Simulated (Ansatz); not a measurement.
# CH2SSe (SMILES C1S[Se]1): one structure at several levels

One table from this session's results is given with a row withheld; the runs are named, their logs left out.

The runs use Ansatz 0.2.0, Gaussian basis; single points in def2-TZVPP.

Cores are frozen in the correlated methods. Filled d shells of the heavier atoms are correlated.

## The system as given

SMILES `C1S[Se]1`, 5 atoms, charge 0, spin multiplicity 1.

Atoms are counted from 1 here; the program's logs count them from 0.

Bond lengths: C1–S2 1.761 Å, C1–Se3 1.927 Å, C1–H4 1.095 Å, C1–H5 1.098 Å, S2–Se3 2.264 Å. Angles: S2–C1–Se3 75.6°, S2–C1–H4 114.6°, S2–C1–H5 114.5°, Se3–C1–H4 121.6°, Se3–C1–H5 117.4°, H4–C1–H5 109.3°, C1–S2–Se3 55.5°, C1–Se3–S2 48.9°.

Geometry (Å):

```
atom     x (Å)     y (Å)     z (Å)
  C1  -0.11557   0.26792  -0.15222
  S2  -0.39223  -0.53367   1.39069
 Se3   1.03807  -1.27430  -0.20022
  H4  -1.00065   0.34238  -0.79282
  H5   0.36141   1.25423  -0.07477
```

Set-up of the first run:

Input file run/in.yaml:

```yaml
crystal:
  periodic: [false, false, false]
  atoms:
    - {symbol: C, position_ang: [-0.115575, 0.267924, -0.152217]}
    - {symbol: S, position_ang: [-0.392226, -0.533666, 1.390688]}
    - {symbol: Se, position_ang: [1.038065, -1.274296, -0.200219]}
    - {symbol: H, position_ang: [-1.000647, 0.342385, -0.792823]}
    - {symbol: H, position_ang: [0.361411, 1.254229, -0.074775]}
basis:
  gaussian: {orbitals: def2-TZVPP}
hamiltonian: {xc: pbe, dispersion: d4}
output: {forces: true}
```

Launch:

```bash
ansatz run in.yaml --threads 2 --pin off --events-out ev --progress --plain --max-ram 3481MiB
```

Among the steps run: PBE-D4/def2-TZVPP; r2SCAN-D4/def2-TZVPP; PBE0-D4/def2-TZVPP; wB97M-V/def2-TZVPP; CCSD(T)/def2-TZVPP.

One of the session's tables, all rows but one given; the rest of the session is left out.

| method | RMS force component (eV/Å) | angle to CCSD(T) forces (°) | dipole (D) |
| --- | --- | --- | --- |
| PBE-D4 | ? | ? | ? |
| r2SCAN-D4 | 0.557 | 11.9 | 1.57 |
| PBE0-D4 | 0.547 | 22.7 | 1.54 |
| wB97M-V | 0.580 | 18.7 | 1.49 |
| CCSD(T) | 0.607 | reference | 1.48 |

**Question.** Estimate the row for PBE-D4.

As computed: RMS force component (eV/Å): 0.521; angle to CCSD(T) forces (°): 12.3; dipole (D): 1.47. In the column «RMS force component (eV/Å)» it is the lowest.
